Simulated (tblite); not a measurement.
# C3H10OSSi2: the cost of one run

Programs: tblite 0.8.0 and PySCF 2.14.0, with density-fitted response routines of our own. Each step states its level of theory. These are calculated values for one molecule in the gas phase, unless marked as measured. Atoms count from 0, in the outputs and in this text.

### 1 Starting geometry

17 atoms, charge 0, multiplicity 1; geometry from: force field or distance geometry start.

Bonds of the start (Å): C0–Si1 1.86, Si1–C2 1.83, C2–Si3 1.85, Si3–O4 1.68, O4–C5 1.42, C5–S6 1.82, S6–Si1 2.16, C0–H7 1.10, C0–H8 1.09, C0–H9 1.09, Si1–H10 1.48, C2–H11 1.09, C2–H12 1.09, Si3–H13 1.47, Si3–H14 1.47, C5–H15 1.10, C5–H16 1.09.

### 2 Relaxing the molecule with GFN2-xTB

Job settings and geometry (Å):

```
{"job": {"kind": "relax", "xc": "GFN2-xTB", "basis": "xTB"}, "charge": 0, "multiplicity": 1}
C      2.667100     0.546800     0.282500
Si     0.973000    -0.053700    -0.199700
C     -0.249600     1.310500    -0.275800
Si    -1.897400     0.495500    -0.521800
O     -2.181500    -0.657300     0.671000
C     -1.363600    -1.817600     0.696100
S      0.330100    -1.487500     1.277000
H      2.648600     1.054500     1.261000
H      3.041400     1.264000    -0.450500
H      3.373300    -0.274500     0.346600
H      1.054900    -0.768000    -1.493500
H     -0.256700     1.901300     0.644400
H     -0.041900     1.996100    -1.096500
H     -2.970800     1.502200    -0.467900
H     -1.967100    -0.163700    -1.837600
H     -1.819300    -2.509800     1.423600
H     -1.347500    -2.326900    -0.268900
```

On the command line:

```
> OMP_NUM_THREADS=1 python probes_run.py task.json out
```

The driver reads the jobs from task.json and runs them one after another.

Q: Estimate the wall time and peak memory of this first job on 1 thread of Arm Neoverse N1, shared host.

About 1.1 s, with a peak of 0.18 GiB.
